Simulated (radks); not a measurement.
# Mo in [Kr] 4d4.75 5s1 5d0.25: an all-electron calculation

Wanted: eigenvalues, radial structure and energy terms of neutral molybdenum.

The numbers are computed with radks (a radial shooting solver on a logarithmic mesh, Libxc functionals) version 1 (Dirac Kohn-Sham, PBEsol, spin-unpolarised, spherical densities, point nucleus; open shells are shared between the two j in proportion to 2j + 1), except any that are marked as measured or tabulated.

## (1) The system

| Quantity | Value |
| --- | --- |
| element | molybdenum (Z = 42) |
| charge | 0 |
| electrons | 42 |
| configuration | [Kr] 4d4.75 5s1 5d0.25 |

## (2) Self-consistent calculation

The run's settings:

```text
Z 42
configuration [Kr] 4d4.75 5s1 5d0.25 5p0 6s0
relativity Dirac
functional pbe_sol,pbe_sol
spin unpolarised
j_filling average
nucleus point
c 137.035999084
```

**Question.** What will this run give?

**Answer**, as computed:

```
                        quantity                   value
                    total energy     -4046.97842 hartree
exchange-correlation share of it                  3.00 %
                            −T/E                  1.0369
          highest occupied level        5d5/2, -0.271 eV
    most extended occupied level  5d5/2, <r> = 22.7 bohr
 radius at density 0.001 e/bohr³               4.59 bohr
    maxima of the radial density                       5
```

**Reading.** The radial density shows 5 maxima for 5 occupied principal shells. Relativity lifts −T/E to 1.037. This is not the tabulated ground configuration, so its levels and sizes aren't those of the ground state, and no measured value stands beside it.
